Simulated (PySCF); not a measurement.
# AlCl₃: relaxation and vibrations of the singlet

The task is one start of a wider search on AlCl₃: the singlet, from a T-shaped start. It is relaxed, tested by its Hessian and followed downhill if it is a saddle.

The runs use PySCF 2.14.0; PBE0, basis Al def2-TZVP, Cl def2-TZVP, no relativity, density fitting.

### Step 1. Where the work starts

4 atoms, charge 0, spin multiplicity 1.

Bond lengths: Al1–Cl2 2.250 Å, Al1–Cl3 2.250 Å, Al1–Cl4 2.250 Å. Angles: Cl2–Al1–Cl3 88.0°, Cl2–Al1–Cl4 88.0°, Cl3–Al1–Cl4 176.0°.

```xyz
4
charge 0 multiplicity 1
Al    0.0000    0.0000   -0.6382
Cl    0.0000    0.0000    1.6118
Cl    2.2486    0.0000   -0.5597
Cl   -2.2486    0.0000   -0.5597
```

### Step 2. Relaxing the singlet from the T-shaped start

The steps below are one call of a driver around PySCF. For each, scf.py gives the equivalent set-up of the SCF; relaxations use the driver's own optimiser. Before each start the driver seeks the lowest SCF state from one or more starting densities and follows internal instabilities, so scf.py alone need not reach the same state.

The program finds C2v symmetry in the start, which this walk keeps.

Input file scf.py:

```python
from pyscf import gto, scf, dft
mol = gto.M(atom='''
Al     0.000000     0.000000    -0.638193
Cl     0.000000     0.000000     1.611807
Cl     2.248600    -0.000000    -0.559693
Cl    -2.248600     0.000000    -0.559693''',
    basis={'Al': 'def2-TZVP', 'Cl': 'def2-TZVP'},
    charge=0, spin=0)
mf = dft.RKS(mol, xc='PBE0')
mf.grids.atom_grid = (50, 194)
aux = {'Al': 'def2-universal-JKFIT', 'Cl': 'def2-universal-JKFIT'}
mf = mf.density_fit(auxbasis=aux)
mf.kernel()
```

Further steps of the session: Frequencies.

Q: Predict the outcome of this session. Wanted: minimum; geometry; wavenumbers; dipole moment; highest occupied, lowest empty level; polar-tensor charge of Al1; zero-point energy; atomisation energy.

The runs gave:

| quantity | value |
| --- | --- |
| minimum | singlet, D3h |
| geometry | Al–Cl 2.070 Å (×3); Cl–Al–Cl 120.0° (×3) |
| wavenumbers (cm⁻¹) | 144 (e'), 203 (a2''), 387 (a1'), 626 (e') |
| dipole moment | 0.00 D |
| highest occupied, lowest empty level | -9.38, -1.27 eV |
| polar-tensor charge of Al1 | +1.58 e |
| zero-point energy | 12.7 kJ/mol |
| entropy at 298.15 K | 313.2 J/(mol K) |
| atomisation energy (no zero-point energy) | 1278 kJ/mol |

What this shows: The T-shaped start (C2v) ends in a minimum of D3h symmetry. The strongest infrared band lies at 626 cm⁻¹ (e'). The dipole vanishes although Al1 carries +1.6 e by the polar tensor: the bond dipoles cancel. Only this shape and spin were tried, so other structures or states may lie lower.
